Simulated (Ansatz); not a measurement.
# ClFGeH4O3: the cost of one run

Program: Ansatz 0.2.0. Level of theory: RKS B3LYP-D4/def2-SVP. These are calculated values, not measurements.

## (1) Starting point

Bond lengths: Ge1–Cl2 2.570 Å, Ge1–O3 1.770 Å, O3–H4 1.010 Å, Ge1–F5 1.679 Å, Ge1–O6 1.769 Å, O6–H7 1.010 Å, Ge1–O8 2.070 Å, O8–H9 1.010 Å, Cl2–H10 1.592 Å. Angles: Ge1–Cl2–H10 62.0°, Cl2–Ge1–O3 109.4°, Cl2–Ge1–F5 109.5°, Cl2–Ge1–O6 109.5°, Cl2–Ge1–O8 71.6°, O3–Ge1–F5 109.5°, O3–Ge1–O6 109.5°, O3–Ge1–O8 67.1°, F5–Ge1–O6 109.5°, F5–Ge1–O8 72.9°, O6–Ge1–O8 176.5°, Ge1–O3–H4 109.5°, Ge1–O6–H7 109.5°, Ge1–O8–H9 109.5°.

Structure file:

```xyz
10

Ge    0.0000    0.0000    0.0000
Cl    0.0000    0.0000    2.5700
O     1.6691    0.0000   -0.5894
H     1.9855   -0.9521   -0.7061
F    -0.7913    1.3709   -0.5594
O    -0.8337   -1.4443   -0.5894
H    -1.2883   -1.9100    0.1830
O     1.0856    1.6372    0.6527
H     1.8625    1.3234    1.2167
H     0.7768    1.1714    1.8227
```

## (2) A restrained relaxation towards end A

Springs on the bonds that form and break draw the guess towards this end; the thresholds are loose.

input.yaml

```yaml
crystal:
  periodic: [false, false, false]
  atoms:
    - { symbol: Ge, position_ang: [0.0, 0.0, 0.0] }
    - { symbol: Cl, position_ang: [0.0, 0.0, 2.57] }
    - { symbol: O, position_ang: [1.6691, 0.0, -0.5894] }
    - { symbol: H, position_ang: [1.9855, -0.9521, -0.7061] }
    - { symbol: F, position_ang: [-0.7913, 1.3709, -0.5594] }
    - { symbol: O, position_ang: [-0.8337, -1.4443, -0.5894] }
    - { symbol: H, position_ang: [-1.2883, -1.91, 0.183] }
    - { symbol: O, position_ang: [1.0856, 1.6372, 0.6527] }
    - { symbol: H, position_ang: [1.8625, 1.3234, 1.2167] }
    - { symbol: H, position_ang: [0.7768, 1.1714, 1.8227] }
basis:
  gaussian: { orbitals: def2-SVP }
hamiltonian:
  xc: b3lyp
  dispersion: d4
relax:
  f_tol: 0.15
  max_steps: 25
  restrain:
    - { distance: [0, 7], at: 2.97, k: 30.0 }
    - { distance: [9, 1], at: 2.57, k: 30.0 }
    - { distance: [0, 1], at: 2.22, k: 30.0 }
    - { distance: [9, 7], at: 1.01, k: 30.0 }
```

Launch:

```console
> ansatz run input.yaml --threads 4 --pin off --max-ram 5120MiB --backend cpu --events-out ev --progress --plain --runs-dir out
```

**Question.** How long does this run take on 4 threads of Arm Neoverse V1, shared host, and how much memory does it need?

About 33 s, with a peak of 0.33 GiB.
